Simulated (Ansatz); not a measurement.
# C₂H₆OSi: one species, many methods

The task here is to estimate one member of a computed series from the others.

Method: functionals in def2-TZVPP, the program's frozen cores in correlated methods; program: Ansatz 0.2.0, Gaussian basis.

Levels to be run: LDA (SPW92), PBE-D4, revPBE-D4, BLYP-D4, r2SCAN-D4, B97M-V, PBE0-D4, B3LYP-D4, r2SCANh-D4, r2SCAN0-D4, HSE06-D4, BHLYP-D4, CAM-B3LYP-D4, LC-ωPBE, ωB97X-V, ωB97M-V, B2PLYP, PBE-QIDH; CCSD(T)/def2-SVP; CCSD(T)/def2-TZVPP; MP2/def2-QZVPP; extrapolation to the limit; RPA on PBE.

### Structure used throughout

The geometry comes from an earlier relaxation with PBE0-D4 in a triple-zeta def2 set; it is a stationary point, not always the lowest conformer.

SMILES `CO[Si]C`, 10 atoms, charge 0, spin multiplicity 1.

Atoms are counted from 1 here; the program's logs count them from 0.

Bond lengths: C1–O2 1.407 Å, C1–H5 1.093 Å, C1–H6 1.093 Å, C1–H7 1.093 Å, O2–Si3 1.646 Å, Si3–C4 1.908 Å, C4–H8 1.097 Å, C4–H9 1.097 Å, C4–H10 1.093 Å. Angles: O2–C1–H5 109.2°, O2–C1–H6 112.4°, O2–C1–H7 109.1°, H5–C1–H6 108.9°, H5–C1–H7 108.3°, H6–C1–H7 108.9°, C1–O2–Si3 133.8°, O2–Si3–C4 103.0°, Si3–C4–H8 111.9°, Si3–C4–H9 111.9°, Si3–C4–H10 109.8°, H8–C4–H9 107.4°, H8–C4–H10 107.8°, H9–C4–H10 107.8°.

Set-up of the first run:

Contents of in.yaml:

```yaml
crystal:
  periodic: [false, false, false]
  atoms:
    - {symbol: C, position_ang: [-0.453829, 1.262722, -0.782506]}
    - {symbol: O, position_ang: [0.892924, 1.066726, -0.423503]}
    - {symbol: Si, position_ang: [1.695129, -0.124415, 0.380430]}
    - {symbol: C, position_ang: [0.308438, -1.365034, 0.803308]}
    - {symbol: H, position_ang: [-0.527210, 1.344835, -1.869842]}
    - {symbol: H, position_ang: [-1.097236, 0.445711, -0.445329]}
    - {symbol: H, position_ang: [-0.809578, 2.197605, -0.342366]}
    - {symbol: H, position_ang: [-0.184370, -1.751168, -0.097221]}
    - {symbol: H, position_ang: [-0.467580, -0.912372, 1.432492]}
    - {symbol: H, position_ang: [0.726312, -2.215810, 1.347437]}
basis:
  gaussian: {orbitals: def2-TZVPP}
hamiltonian: {xc: lda}
output: {orbitals: {seedname: orbitals}}
```

Among the steps run: LDA; PBE-D4 (GGA); revPBE-D4 (GGA); BLYP-D4 (GGA); r2SCAN-D4 (meta-GGA); B97M-V (meta-GGA); PBE0-D4 (hybrid); B3LYP-D4 (hybrid); r2SCANh-D4 (hybrid); r2SCAN0-D4 (hybrid); HSE06-D4 (hybrid); BHLYP-D4 (hybrid); CAM-B3LYP-D4 (range-separated); LC-ωPBE-D4 (range-separated; the results give it without D4); ωB97X-V (range-separated); ωB97M-V (range-separated); B2PLYP (double hybrid); PBE-QIDH (double hybrid).

One of the session's tables, all rows but one given; the rest of the session is left out.

It belongs to the step «Orbital energies across the functionals». 

| functional | HOMO (eV) | LUMO (eV) | gap (eV) |
| --- | --- | --- | --- |
| LDA (SPW92) | ? | ? | ? |
| PBE-D4 | -5.07 | -2.34 | 2.73 |
| revPBE-D4 | -5.03 | -2.27 | 2.76 |
| BLYP-D4 | -4.95 | -2.20 | 2.75 |
| r2SCAN-D4 | -5.26 | -2.22 | 3.04 |
| B97M-V | -5.35 | -2.18 | 3.16 |
| PBE0-D4 | -6.14 | -1.51 | 4.63 |
| B3LYP-D4 | -5.96 | -1.70 | 4.27 |
| r2SCANh-D4 | -5.65 | -1.90 | 3.75 |
| r2SCAN0-D4 | -6.25 | -1.44 | 4.82 |
| HSE06-D4 | -5.74 | -1.89 | 3.86 |
| BHLYP-D4 | -7.11 | -0.59 | 6.52 |
| CAM-B3LYP-D4 | -7.43 | -0.41 | 7.02 |
| LC-ωPBE | -8.71 | 0.70 | 9.40 |
| ωB97X-V | -8.40 | 0.59 | 8.99 |
| ωB97M-V | -8.24 | 0.47 | 8.71 |

Q: Estimate the row for LDA (SPW92) from the others.

As computed: HOMO (eV): -5.15; LUMO (eV): -2.49; gap (eV): 2.67. In the column «HOMO (eV)» it lies between r2SCAN-D4 (-5.26) and PBE-D4 (-5.07).
